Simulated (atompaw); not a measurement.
# Lu: the cost of one run

Method: atompaw 4.2.0.5, PBEsol, scalar-relativistic.

### 1 Starting point

The settings as typed:

```
element                 : lutetium (Lu, Z = 71)
type                    : PAW
frozen core             : [Kr] 4d10
valence charge          : 25
reference configuration : 4f14 5s2 5p6 5d1.5 6s1.5 6p0
partial waves           : 5s (bound): rc 2.00 bohr; 6s (bound): rc 2.15 bohr; 5p (bound): rc 1.45 bohr; 6p (bound, empty): rc 2.90 bohr; 5d (bound): rc 2.90 bohr; 5d channel at 0.75 Ry: rc 2.90 bohr; 4f (bound): rc 1.20 bohr; 4f channel at 0.05 Ry: rc 1.20 bohr
local potential         : bessel scheme, radius 2.85 bohr
core correction         : smooth core density matched at 2.45 bohr
augmentation charge     : sinc compensation charge, radius 2.55 bohr; PAW radius 2.90 bohr; waves and projectors: custom polynom vanderbiltortho
```

The nodes and maxima of the atom's own shells, from an earlier all-electron run, set the scale for the radii.

All-electron outer shells of the reference configuration (PBEsol, scalar-relativistic, ld1.x):

```
shell  level (eV)  outermost node (bohr)  outermost maximum (bohr)
   4p     -357.28                   0.25                      0.47
   4d     -191.22                   0.23                      0.48
   5s      -60.52                   0.57                      1.04
   5p      -31.15                   0.61                      1.19
   4f       -9.11                      –                      0.47
   6s       -4.53                   1.42                      3.08
   5d       -1.52                   0.68                      1.87
   6p       -1.29                   1.74                      4.37
```

### 2 The generation run

Lu.input

```
Lu 71
GGA-PBESOL scalarrelativistic loggrid 2001 logderivrange -6 5 276
6 6 5 4 0 0
6 0 1.5
6 1 0
5 2 1.5
0 0 0
c
c
c
c
v
v
c
c
c
v
v
c
c
v
v
3
2.90 2.55 2.85 2.45
n
n
y
0.75
n
y
0.05
n
custom polynom vanderbiltortho sinc
bessel
2.00
2.15
1.45
2.90
2.90
2.90
1.20
1.20
PWSCFOUT
UPFDX 0.0125d0 UPFXMIN -7.d0 UPFZMESH 71.d0
END
```

Run with:

```bash
$ atompaw < Lu.input > Lu.log
```

**Question.** How long does this run take on 1 thread of Intel Xeon 6975P-C, shared host?

About 36 s.
